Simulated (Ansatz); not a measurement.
# Ba2Y: the cost of one run

Method: DFT PBE, scalar-relativistic, plane waves, PAW, in Ansatz 0.2.0.

## 1. The structure to begin with

Symmetry: Fm-3m, No. 225, cubic system. The conventional cell has a = 7.365 Å, b = 7.365 Å, c = 7.365 Å, α = 90.00°, β = 90.00°, γ = 90.00°. Ba (site symmetry -43m) is surrounded by 4 Y at 3.19 Å. Around Y (site symmetry m-3m) lie 8 Ba at 3.19 Å.

Structure file:

```
CELL_PARAMETERS angstrom
0.00000 3.68261 3.68261
3.68261 0.00000 3.68261
3.68261 3.68261 0.00000
ATOMIC_POSITIONS crystal
Ba 0.25000 0.25000 0.25000
Ba 0.75000 0.75000 0.75000
Y 0.00000 0.00000 0.00000
```

This is candidate A: fluorite type (Fm-3m, No. 225).

(A quick probe on a coarse mesh, which set the mesh and smearing, is not shown.)

## 3. Rough relaxation on the coarse mesh (candidate A)

Input file input.yaml:

```yaml
crystal:
  lattice:
    - [0.0, 3.6826085917, 3.6826085917]
    - [3.6826085917, 0.0, 3.6826085917]
    - [3.6826085917, 3.6826085917, 0.0]
  atoms:
    - { symbol: Ba, position: [0.25, 0.25, 0.25] }
    - { symbol: Ba, position: [0.75, 0.75, 0.75] }
    - { symbol: "Y", position: [0.0, 0.0, 0.0] }
basis:
  ecutwfc: 420
kpoints:
  mp_grid: { grid: [4, 4, 4] }
hamiltonian:
  xc: pbe
scf:
  occupations: { method: gaussian, width: 0.1 }
  lower_state_search: "off"
output:
  forces: true
  stress: true
  eigenvalues: true
relax:
  adjacent_minimum: "off"
  f_tol: 0.04
  max_steps: 70
  cell: { stress_tol: 0.4 }
```

On the command line:

```console
$ ansatz run input.yaml --threads 1 --pin off --max-ram 2560MiB --backend cpu --events-out ev --progress --plain --runs-dir out
```

Q: Estimate wall time and peak memory on 1 thread of Intel Xeon 6975P-C (Granite Rapids), shared host.

About 7.2 s, with a peak of 0.47 GiB.
